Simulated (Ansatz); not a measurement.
Run this with Ansatz 0.2.0, Python API and show what comes out.

`run_bde.py`
```python
'''Cost of removing each kind of hydrogen from BClH2S, fragments frozen.'''

import ansatz as az


def total_energy(molecule, charge=0, unpaired=0):
    calc = molecule.calculation().basis(gaussian='cc-pVDZ').functional('PBE0')
    if charge:
        calc = calc.charge(charge)
    if unpaired:
        calc = calc.spin('collinear', total=unpaired)
    report = calc.run(threads=1, pin='off').report
    if report['published_state_doubts']:
        print('  doubts:', report['published_state_doubts'])
    return report['free_energy_ev']

GEOMETRY = '''
S    -1.31510    0.45760    0.13430
B     0.42300   -0.03740    0.33590
Cl    0.82400   -1.82490    0.32570
H    -1.15970    0.56110   -1.28160
H     1.27770    0.76980    0.44430
'''

def without(molecule, index):
    rest = az.Crystal.molecule()
    for i, site in enumerate(molecule.cartesian_sites):
        if i != index:
            rest = rest.atom(site.symbol, site.position_ang)
    return rest

geometry = az.Crystal.molecule()
for line in GEOMETRY.strip().splitlines():
    symbol, *xyz = line.split()
    geometry = geometry.atom(symbol, [float(v) for v in xyz])

whole = total_energy(geometry, 0)
hydrogen = total_energy(az.Crystal.molecule().atom('H', (0, 0, 0)), 0, 1)
print(f'E(molecule) = {whole:.5f} eV, E(H) = {hydrogen:.5f} eV')
for index in [3, 4]:
    radical = total_energy(without(geometry, index), 0, 1)
    print(f'H{index}: homolysis {96.485332 * (radical + hydrogen - whole):.1f} kJ/mol')
    anion = total_energy(without(geometry, index), -1)
    print(f'H{index}: loss of a proton {96.485332 * (anion - whole):.1f} kJ/mol')
```

```console
$ python run_bde.py
E(molecule) = -24059.15589 eV, E(H) = -13.61358 eV
H3: homolysis 295.3 kJ/mol
H3: loss of a proton 1363.1 kJ/mol
H4: homolysis 427.5 kJ/mol
H4: loss of a proton 1724.6 kJ/mol
```

Total energies depend on the basis set; only differences at equal settings carry meaning. The geometry is a force-field or estimated start, not a minimum of this method, and the basis set is short of its limit. All parts are taken at fixed geometry, without zero-point energy. Anions want diffuse functions, which this basis lacks. Wall time of the script: 8.7 s on 1 thread of Arm Neoverse V2 (shared host), peak memory 0.19 GiB.
